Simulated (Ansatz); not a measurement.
This script drives Ansatz 0.2.0, Python API.

`berry_kmgh3.py`:
```python
"""Change of polarisation in KMgH3 when one atom moves."""

import logging
import sys

import ansatz as az
import numpy as np

logging.basicConfig(stream=sys.stdout, format="%(levelname)s:%(name)s:%(message)s")
logger = logging.getLogger("ansatz_job")
logger.setLevel(logging.INFO)

lattice = az.Lattice.of(
    [4.025, 0.0, 0.0],
    [0.0, 4.025, 0.0],
    [0.0, 0.0, 4.025],
)
sites = [
    ("K", [0.0, 0.0, 0.0]),
    ("Mg", [0.5, 0.5, 0.5]),
    ("H", [0.0, 0.5, 0.5]),
    ("H", [0.5, 0.0, 0.5]),
    ("H", [0.5, 0.5, 0.0]),
]
crystal = az.Crystal(lattice=lattice)
for symbol, position in sites:
    crystal = crystal.atom(symbol, position)

def solve(structure):
    return (
        structure.calculation()
        .kpoints(4, 4, 4)
        .functional(az.Functional.LDA)
        .occupations("fixed")
        .polarization(string_points=10)
        .run()
        .polarization()
    )


vectors = np.array(crystal.lattice.vectors)
shifted = crystal.move(2, to=np.array(crystal.sites[2].position) + 0.02 * np.linalg.inv(vectors)[2])
before, after = solve(crystal), solve(shifted)
for label, p in (("as typed", before), ("shifted", after)):
    print(label, "reduced polarisation:", [round(axis.reduced, 4) for axis in p.axes], "modulo", p.modulus)
# take the change on the nearest branch, then turn it into a dipole per cell
change = np.array([b.reduced - a.reduced for a, b in zip(before.axes, after.axes)])
change -= before.modulus * np.round(change / before.modulus)
dipole = change @ vectors
print("dipole change (e A):", np.round(dipole, 4) + 0.0)
print("column of the Born charge of", crystal.sites[2].symbol, "for a shift along z:", np.round(dipole / 0.02, 2) + 0.0)
```

It is started by `python berry_kmgh3.py`. How long does it take on 1 thread of Arm Neoverse V1, on a shared host, and how much memory does it need?

It took about 19 s, with a peak of 0.39 GiB, for 2 runs of the engine.

`python berry_kmgh3.py` gives:
```text
DeckWarning: basis.ecutwfc = 420 eV, auto-derived from the records' recommended cutoffs: set by K (normal level)
as typed reduced polarisation: [6.0, 6.0, 6.0] modulo 1
shifted reduced polarisation: [6.0, 6.0, 5.996] modulo 1
dipole change (e A): [ 0.      0.     -0.0162]
column of the Born charge of H for a shift along z: [ 0.    0.   -0.81]
```
(Warnings from the package without file and line.)

The starting cell is as deposited in a crystallographic database; the results hold for this polymorph, which needn't be the stable one. Polarisation is defined up to a quantum, so only the change along a continuous path has meaning.
